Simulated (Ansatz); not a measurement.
**C2H6S2Si: a ladder of functionals and wavefunction methods**

One table from this session's results is given with a row withheld; the runs are named, their logs left out.

The runs use Ansatz 0.2.0, Gaussian basis; functionals in def2-TZVPP, the program's frozen cores in correlated methods.

Plan: LDA (SPW92), PBE-D4, revPBE-D4, BLYP-D4, r2SCAN-D4, B97M-V, PBE0-D4, B3LYP-D4, r2SCANh-D4, r2SCAN0-D4, HSE06-D4, BHLYP-D4, CAM-B3LYP-D4, LC-ωPBE, ωB97X-V, ωB97M-V, B2PLYP, PBE-QIDH; CCSD(T)/def2-SVP; CCSD(T)/def2-TZVPP; MP2/def2-QZVPP; extrapolation to the limit; RPA on PBE.

1 further run of the same task is left out (it didn't finish).

**The geometry**

An earlier PBE0-D4 in a triple-zeta def2 set relaxation fixed the geometry.

SMILES `CS[Si]SC`, 11 atoms, charge 0, spin multiplicity 1.

Atoms are counted from 1 here; the program's logs count them from 0.

Bond lengths: C1–S2 1.815 Å, C1–H6 1.090 Å, C1–H7 1.088 Å, C1–H8 1.089 Å, S2–Si3 2.136 Å, Si3–S4 2.136 Å, S4–C5 1.815 Å, C5–H9 1.090 Å, C5–H10 1.089 Å, C5–H11 1.088 Å. Angles: S2–C1–H6 106.3°, S2–C1–H7 110.4°, S2–C1–H8 111.3°, H6–C1–H7 109.3°, H6–C1–H8 109.1°, H7–C1–H8 110.3°, C1–S2–Si3 113.5°, S2–Si3–S4 108.4°, Si3–S4–C5 113.5°, S4–C5–H9 106.3°, S4–C5–H10 111.3°, S4–C5–H11 110.4°, H9–C5–H10 109.1°, H9–C5–H11 109.3°, H10–C5–H11 110.3°.

The first run:

in.yaml

```yaml
crystal:
  periodic: [false, false, false]
  atoms:
    - {symbol: C, position_ang: [-0.824155, -0.175218, 1.395612]}
    - {symbol: S, position_ang: [0.795540, -0.892116, 1.791633]}
    - {symbol: Si, position_ang: [1.747752, -1.819762, 0.119330]}
    - {symbol: S, position_ang: [0.971802, -0.946971, -1.669508]}
    - {symbol: C, position_ang: [0.301107, 0.722161, -1.427961]}
    - {symbol: H, position_ang: [-1.467580, -0.381787, 2.250684]}
    - {symbol: H, position_ang: [-1.242475, -0.647671, 0.509351]}
    - {symbol: H, position_ang: [-0.754757, 0.901665, 1.252903]}
    - {symbol: H, position_ang: [0.589773, 1.298136, -2.307017]}
    - {symbol: H, position_ang: [-0.784716, 0.704144, -1.353668]}
    - {symbol: H, position_ang: [0.733008, 1.180619, -0.540860]}
basis:
  gaussian: {orbitals: def2-TZVPP}
hamiltonian: {xc: lda}
output: {orbitals: {seedname: orbitals}}
```

Started as:

```
> ansatz run in.yaml --threads 2 --pin off --events-out ev --progress --plain --max-ram 32768MiB --backend cpu
```

Among the steps run: LDA; PBE-D4 (GGA); revPBE-D4 (GGA); BLYP-D4 (GGA); r2SCAN-D4 (meta-GGA); B97M-V (meta-GGA); B3LYP-D4 (hybrid); r2SCANh-D4 (hybrid); r2SCAN0-D4 (hybrid); HSE06-D4 (hybrid); BHLYP-D4 (hybrid); CAM-B3LYP-D4 (range-separated); LC-ωPBE (range-separated); ωB97X-V (range-separated); ωB97M-V (range-separated); B2PLYP (double hybrid); PBE-QIDH (double hybrid).

One table of the session follows, with a row left open; its other results are not shown here.

It belongs to the step «Orbital energies across the functionals». 

```
  functional  HOMO (eV)  LUMO (eV)  gap (eV)
 LDA (SPW92)      -5.63      -2.95      2.68
      PBE-D4      -5.51      -2.79      2.73
   revPBE-D4      -5.47      -2.72      2.74
     BLYP-D4          ?          ?         ?
   r2SCAN-D4      -5.70      -2.73      2.97
      B97M-V      -5.77      -2.66      3.12
     PBE0-D4      -6.54      -2.06      4.49
    B3LYP-D4      -6.35      -2.19      4.16
  r2SCANh-D4      -6.08      -2.45      3.63
  r2SCAN0-D4      -6.66      -2.03      4.63
    HSE06-D4      -6.15      -2.43      3.72
    BHLYP-D4      -7.45      -1.15      6.30
CAM-B3LYP-D4      -7.78      -0.99      6.79
     LC-ωPBE      -9.06      -0.02      9.04
     ωB97X-V      -8.74      -0.06      8.68
     ωB97M-V      -8.58      -0.13      8.44
```

Estimate the missing values for BLYP-D4.

Worked estimate for «HOMO (eV)». Against the share of exact exchange, B3LYP-D4 (0.2, -6.35), BHLYP-D4 (0.5, -7.45) give a slope of -3.67 per unit share; at 0 the line stands at -5.62.

As computed: HOMO (eV): -5.36; LUMO (eV): -2.61; gap (eV): 2.75. In «HOMO (eV)» the line misses by -0.26.
